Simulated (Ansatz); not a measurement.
**C2H8OSi (SMILES CC[SiH2]O): PBE0/cc-pVDZ**

What is the energy change on altering one bond length of C2H8OSi at PBE0/cc-pVDZ? 

The calculation is run with Ansatz 0.2.0.

73 further runs of the same task are left out: 73 set aside as unsound or not needed.

## 1. The structure to begin with

C2H8OSi has 12 atoms, charge 0, and is taken as a singlet. SMILES: `CC[SiH2]O`. Geometry: relaxed at PBE0-D4/def2-TZVP. This is one conformer, not always the lowest.

Bond lengths: C1–C2 1.526 Å, C2–Si3 1.868 Å, Si3–O4 1.653 Å, C1–H5 1.094 Å, C1–H6 1.093 Å, C1–H7 1.093 Å, C2–H8 1.096 Å, C2–H9 1.097 Å, Si3–H10 1.494 Å, Si3–H11 1.484 Å, O4–H12 0.957 Å. Some angles: C1–C2–Si3 113.6°, C2–Si3–O4 112.4°, C1–C2–H8 110.5°, C1–C2–H9 110.5°, Si3–C2–H8 108.4°, Si3–C2–H9 107.5°, C2–C1–H5 111.5°, C2–C1–H6 111.3°, C2–C1–H7 111.8°, C2–Si3–H10 108.7°.

## 2. The energy at PBE0/cc-pVDZ

Contents of job.yaml:

```yaml
crystal:
  periodic: [false, false, false]
  atoms:
    - {symbol: C, position_ang: [-1.462000, -0.315100, -0.130400]}
    - {symbol: C, position_ang: [-0.193100, -0.595200, 0.670600]}
    - {symbol: Si, position_ang: [1.348100, 0.138200, -0.088600]}
    - {symbol: O, position_ang: [1.258000, 1.782700, -0.229600]}
    - {symbol: H, position_ang: [-1.384700, -0.701300, -1.150800]}
    - {symbol: H, position_ang: [-1.659100, 0.758300, -0.198700]}
    - {symbol: H, position_ang: [-2.341400, -0.775300, 0.326800]}
    - {symbol: H, position_ang: [-0.292100, -0.210900, 1.691700]}
    - {symbol: H, position_ang: [-0.031100, -1.675800, 0.767200]}
    - {symbol: H, position_ang: [1.555800, -0.473500, -1.435500]}
    - {symbol: H, position_ang: [2.530600, -0.124900, 0.769100]}
    - {symbol: H, position_ang: [0.748100, 2.137600, -0.957900]}
basis:
  gaussian:
    orbitals: cc-pVDZ
hamiltonian:
  xc: {name: PBE0}
accuracy: high
output: {orbitals: {seedname: orbitals}}
```

Started as:

```sh
$ ansatz run job.yaml --threads 1 --pin off --max-ram 3480MiB --events-out events.jsonl --progress --plain --runs-dir runs
```

The log of the run:

```text
Warning: RAYON_NUM_THREADS=1 ignored (pool sized by the plan → 1); use --threads N
Functional definition: PBE0
  name "PBE0"
  parameter a = 0.25
  parameter kappa = 0.804
  parameter beta = 0.06672455060314922
  exchange = (1 - a)*pbe_x(kappa = kappa, mu = beta*pi^2/3) + a*exact_x
  correlation = pbe_c(beta = beta)
2427 factors; integrals over basis functions are off by at most 3.9e-9 eV
mean field evaluation 1: about -12113.8973 eV, gradient 6.2e1 eV
mean field evaluation 2: about -12108.0094 eV, gradient 8.1e1 eV
mean field evaluation 4: about -12121.7679 eV, gradient 3.4e0 eV
mean field evaluation 8: about -12122.0258 eV, gradient 1.7e-1 eV
mean field evaluation 16: about -12122.0259 eV, gradient 2.4e-5 eV
mean field -12122.02589178 eV, -445.4762349185 hartree, gradient 4.6e-8 eV, S^2 0.000000; 0 other end points of the search recorded, 0 dependent functions left out
reference -12122.02589453 eV, -445.4762350198 hartree; 21, 21 occupied and 79, 79 virtual orbitals, 2427 factors
Total energy: -12122.02589453 eV, -445.4762350198 hartree
```

Wall time 3.9 s (1 thread of AMD EPYC 9R45 (Zen 5), shared host); peak memory 0.39 GiB.

## 3. The distorted shape at the same level

Contents of job.yaml:

```yaml
basis:
  gaussian: {orbitals: cc-pVDZ}
crystal:
  periodic: [false, false, false]
  atoms:
    - {symbol: C, position_ang: [-2.477139, -0.091016, -0.771212]}
    - {symbol: C, position_ang: [-0.193100, -0.595200, 0.670600]}
    - {symbol: Si, position_ang: [1.348100, 0.138200, -0.088600]}
    - {symbol: O, position_ang: [1.258000, 1.782700, -0.229600]}
    - {symbol: H, position_ang: [-2.399839, -0.477216, -1.791612]}
    - {symbol: H, position_ang: [-2.674239, 0.982384, -0.839512]}
    - {symbol: H, position_ang: [-3.356539, -0.551216, -0.314012]}
    - {symbol: H, position_ang: [-0.292100, -0.210900, 1.691700]}
    - {symbol: H, position_ang: [-0.031100, -1.675800, 0.767200]}
    - {symbol: H, position_ang: [1.555800, -0.473500, -1.435500]}
    - {symbol: H, position_ang: [2.530600, -0.124900, 0.769100]}
    - {symbol: H, position_ang: [0.748100, 2.137600, -0.957900]}
hamiltonian: {xc: pbe0}
accuracy: high
output: {orbitals: {seedname: orbitals}}
```

Started as:

```sh
$ ansatz run job.yaml --threads 1 --pin off --max-ram 3480MiB --events-out events.jsonl --progress --plain --runs-dir runs
```

The log of the run:

```text
Warning: RAYON_NUM_THREADS=1 ignored (pool sized by the plan → 1); use --threads N
Functional definition: PBE0
  name "PBE0"
  parameter a = 0.25
  parameter kappa = 0.804
  parameter beta = 0.06672455060314922
  exchange = (1 - a)*pbe_x(kappa = kappa, mu = beta*pi^2/3) + a*exact_x
  correlation = pbe_c(beta = beta)
2373 factors; integrals over basis functions are off by at most 3.9e-9 eV
mean field evaluation 1: about -12111.0384 eV, gradient 5.6e1 eV
mean field evaluation 2: about -12106.6025 eV, gradient 7.4e1 eV
mean field evaluation 4: about -12117.3693 eV, gradient 2.8e0 eV
mean field evaluation 8: about -12117.6208 eV, gradient 9.7e-1 eV
mean field evaluation 16: about -12117.6240 eV, gradient 7.6e-5 eV
mean field -12117.62402368 eV, -445.3144692496 hartree, gradient 3.1e-8 eV, S^2 0.000000; 0 other end points of the search recorded, 0 dependent functions left out
reference -12117.62402655 eV, -445.3144693550 hartree; 21, 21 occupied and 79, 79 virtual orbitals, 2373 factors
Total energy: -12117.62402655 eV, -445.3144693550 hartree
```

Run time: 3.9 s. Hardware: 1 thread of AMD EPYC 9R45 (Zen 5), shared host; peak memory 0.37 GiB.

## 4. What came out

At PBE0/cc-pVDZ:

```
                                                         quantity          value
                                        first shape: total energy  -445.47624 Eh
                                         first shape: HOMO energy       -7.86 eV
                                         first shape: LUMO energy        0.97 eV
                                       first shape: HOMO–LUMO gap        8.83 eV
                                    distorted shape: total energy  -445.31447 Eh
                                     distorted shape: HOMO energy       -6.97 eV
                                     distorted shape: LUMO energy       -2.72 eV
                                   distorted shape: HOMO–LUMO gap        4.25 eV
energy change with the C1–C2 bond stretched from 1.526 to 2.748 Å       4.402 eV
```

What this shows: With the C1–C2 bond stretched from 1.526 to 2.748 Å the energy rises by 4.40 eV (102 kcal/mol). The first shape isn't relaxed at this level, so the change isn't measured from a minimum. A restricted reference can't describe the breaking bond well at this length.
